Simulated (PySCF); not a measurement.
# Ho⁶⁰⁺, Ho⁶¹⁺: ionisation energy in even-tempered 19s13p5d5f4g

Aim: the ionisation energy of holmium from differences of total energies, at each level of theory, and how far each lands from the tabulated value where there is one.

The numbers are computed with PySCF 2.14.0 (unrestricted determinants in a Gaussian basis, no spin-orbit coupling in the energies), except any that are marked as measured or tabulated.

### 1 Starting point

- Element: holmium (Z = 67)
- Basis: an uncontracted even-tempered set (19 s from 38 bohr⁻², ratio 2.2; 13 p from 49 bohr⁻², ratio 2.2; 5 d from 180 bohr⁻², ratio 2.4; 5 f from 280 bohr⁻², ratio 2.4; 4 g from 410 bohr⁻², ratio 2.4)
- Hamiltonian: the spin-free X2C one-electron Hamiltonian (Gaussian nucleus)
- State 1: Ho⁶⁰⁺: [He] 2s2 2p3, high-spin 4S determinant
- State 2: Ho⁶¹⁺: [He] 2s2 2p2, high-spin 3P determinant
- Methods: UHF, LDA, PBE, PBE0, r2SCAN, TPSS, PW91, MP2
- Core shells frozen in the correlated runs: all electrons: nothing (for Ho⁶⁰⁺)

Outer shells as boxes (Hund's rule):

Ho60+ [He] 2s2 2p3
```
[He] core
2s [↑↓]
2p [↑ ][↑ ][↑ ]
```

Ho61+ [He] 2s2 2p2
```
[He] core
2s [↑↓]
2p [↑ ][↑ ][  ]
```

The runs were made by one driver on top of PySCF. The scripts below sum up each run's settings (the driver also hands on starting orbitals that pick excited configurations, and frozen orbitals as a list rather than a count), and the logs come from the driver's own runs. The driver starts from symmetry-adapted Hartree-Fock orbitals, holds the occupation by maximum overlap and uses a logarithmic radial grid for functionals, so a plain start would take other cycles.

The integrals over 154 functions and the set-up took 1.6 s of CPU time.

### 2 Ho⁶⁰⁺: the ladder of methods

Level: UHF.

Input file input.py:

```python
from pyscf import gto, scf, dft, mp, cc
mol = gto.M(atom="Ho 0 0 0", charge=60, spin=3, symmetry="D2h",
            basis=gto.etbs([(0, 19, 38, 2.2), (1, 13, 49, 2.2), (2, 5, 180, 2.4), (3, 5, 280, 2.4), (4, 4, 410, 2.4)]),
            nucmod="G")
mf = scf.UHF(mol).sfx2c1e()
mf.irrep_nelec = {'Ag': (2, 2), 'B1u': (1, 0), 'B2u': (1, 0), 'B3u': (1, 0)}
mf.kernel()
```

Level: LDA.

Changes to input.py:

```diff
@@ -4,3 +4,3 @@
             nucmod="G")
-mf = scf.UHF(mol).sfx2c1e()
+mf = dft.UKS(mol, xc="LDA,VWN").sfx2c1e()
 mf.irrep_nelec = {'Ag': (2, 2), 'B1u': (1, 0), 'B2u': (1, 0), 'B3u': (1, 0)}
```

Level: PBE.

Changes to input.py:

```diff
@@ -4,3 +4,3 @@
             nucmod="G")
-mf = dft.UKS(mol, xc="LDA,VWN").sfx2c1e()
+mf = dft.UKS(mol, xc="PBE").sfx2c1e()
 mf.irrep_nelec = {'Ag': (2, 2), 'B1u': (1, 0), 'B2u': (1, 0), 'B3u': (1, 0)}
```

Level: PBE0.

Changes to input.py:

```diff
@@ -4,3 +4,3 @@
             nucmod="G")
-mf = dft.UKS(mol, xc="PBE").sfx2c1e()
+mf = dft.UKS(mol, xc="PBE0").sfx2c1e()
 mf.irrep_nelec = {'Ag': (2, 2), 'B1u': (1, 0), 'B2u': (1, 0), 'B3u': (1, 0)}
```

Level: r2SCAN.

Changes to input.py:

```diff
@@ -4,3 +4,3 @@
             nucmod="G")
-mf = dft.UKS(mol, xc="PBE0").sfx2c1e()
+mf = dft.UKS(mol, xc="R2SCAN").sfx2c1e()
 mf.irrep_nelec = {'Ag': (2, 2), 'B1u': (1, 0), 'B2u': (1, 0), 'B3u': (1, 0)}
```

Level: TPSS.

Changes to input.py:

```diff
@@ -4,3 +4,3 @@
             nucmod="G")
-mf = dft.UKS(mol, xc="R2SCAN").sfx2c1e()
+mf = dft.UKS(mol, xc="TPSS").sfx2c1e()
 mf.irrep_nelec = {'Ag': (2, 2), 'B1u': (1, 0), 'B2u': (1, 0), 'B3u': (1, 0)}
```

Level: PW91.

Changes to input.py:

```diff
@@ -4,3 +4,3 @@
             nucmod="G")
-mf = dft.UKS(mol, xc="TPSS").sfx2c1e()
+mf = dft.UKS(mol, xc="PW91,PW91").sfx2c1e()
 mf.irrep_nelec = {'Ag': (2, 2), 'B1u': (1, 0), 'B2u': (1, 0), 'B3u': (1, 0)}
```

Level: MP2 (all electrons).

Changes to input.py:

```diff
@@ -4,4 +4,5 @@
             nucmod="G")
-mf = dft.UKS(mol, xc="PW91,PW91").sfx2c1e()
+mf = scf.UHF(mol).sfx2c1e()
 mf.irrep_nelec = {'Ag': (2, 2), 'B1u': (1, 0), 'B2u': (1, 0), 'B3u': (1, 0)}
 mf.kernel()
+mp.UMP2(mf, frozen=0).kernel()
```

### 3 Ho⁶¹⁺

Level: UHF.

Input file input.py:

```python
from pyscf import gto, scf, dft, mp, cc
mol = gto.M(atom="Ho 0 0 0", charge=61, spin=2, symmetry="D2h",
            basis=gto.etbs([(0, 19, 38, 2.2), (1, 13, 49, 2.2), (2, 5, 180, 2.4), (3, 5, 280, 2.4), (4, 4, 410, 2.4)]),
            nucmod="G")
mf = scf.UHF(mol).sfx2c1e()
mf.irrep_nelec = {'Ag': (2, 2), 'B1u': (1, 0), 'B2u': (1, 0)}
mf.kernel()
```

Level: LDA.

Changes to input.py:

```diff
@@ -4,3 +4,3 @@
             nucmod="G")
-mf = scf.UHF(mol).sfx2c1e()
+mf = dft.UKS(mol, xc="LDA,VWN").sfx2c1e()
 mf.irrep_nelec = {'Ag': (2, 2), 'B1u': (1, 0), 'B2u': (1, 0)}
```

Level: PBE.

Changes to input.py:

```diff
@@ -4,3 +4,3 @@
             nucmod="G")
-mf = dft.UKS(mol, xc="LDA,VWN").sfx2c1e()
+mf = dft.UKS(mol, xc="PBE").sfx2c1e()
 mf.irrep_nelec = {'Ag': (2, 2), 'B1u': (1, 0), 'B2u': (1, 0)}
```

Level: PBE0.

Changes to input.py:

```diff
@@ -4,3 +4,3 @@
             nucmod="G")
-mf = dft.UKS(mol, xc="PBE").sfx2c1e()
+mf = dft.UKS(mol, xc="PBE0").sfx2c1e()
 mf.irrep_nelec = {'Ag': (2, 2), 'B1u': (1, 0), 'B2u': (1, 0)}
```

Level: r2SCAN.

Changes to input.py:

```diff
@@ -4,3 +4,3 @@
             nucmod="G")
-mf = dft.UKS(mol, xc="PBE0").sfx2c1e()
+mf = dft.UKS(mol, xc="R2SCAN").sfx2c1e()
 mf.irrep_nelec = {'Ag': (2, 2), 'B1u': (1, 0), 'B2u': (1, 0)}
```

Level: TPSS.

Changes to input.py:

```diff
@@ -4,3 +4,3 @@
             nucmod="G")
-mf = dft.UKS(mol, xc="R2SCAN").sfx2c1e()
+mf = dft.UKS(mol, xc="TPSS").sfx2c1e()
 mf.irrep_nelec = {'Ag': (2, 2), 'B1u': (1, 0), 'B2u': (1, 0)}
```

Level: PW91.

Changes to input.py:

```diff
@@ -4,3 +4,3 @@
             nucmod="G")
-mf = dft.UKS(mol, xc="TPSS").sfx2c1e()
+mf = dft.UKS(mol, xc="PW91,PW91").sfx2c1e()
 mf.irrep_nelec = {'Ag': (2, 2), 'B1u': (1, 0), 'B2u': (1, 0)}
```

Level: MP2 (all electrons).

Changes to input.py:

```diff
@@ -4,4 +4,5 @@
             nucmod="G")
-mf = dft.UKS(mol, xc="PW91,PW91").sfx2c1e()
+mf = scf.UHF(mol).sfx2c1e()
 mf.irrep_nelec = {'Ag': (2, 2), 'B1u': (1, 0), 'B2u': (1, 0)}
 mf.kernel()
+mp.UMP2(mf, frozen=0).kernel()
```

**Question.** What will these runs give?

As calculated:

| quantity | value |
| --- | --- |
| ionisation energy, Ho⁶⁰⁺ | UHF 13760.8, MP2 (all electrons) 13760.9 eV; reference 13417 ± 10 |

In words: The methods span 8.168 eV, from LDA (13753.1) to r2SCAN (13761.3). The reference is uncertain or not like for like (spin-orbit coupling or other relativistic terms), so no ranking of close methods is drawn. The basis is finite, and no extrapolation was made.
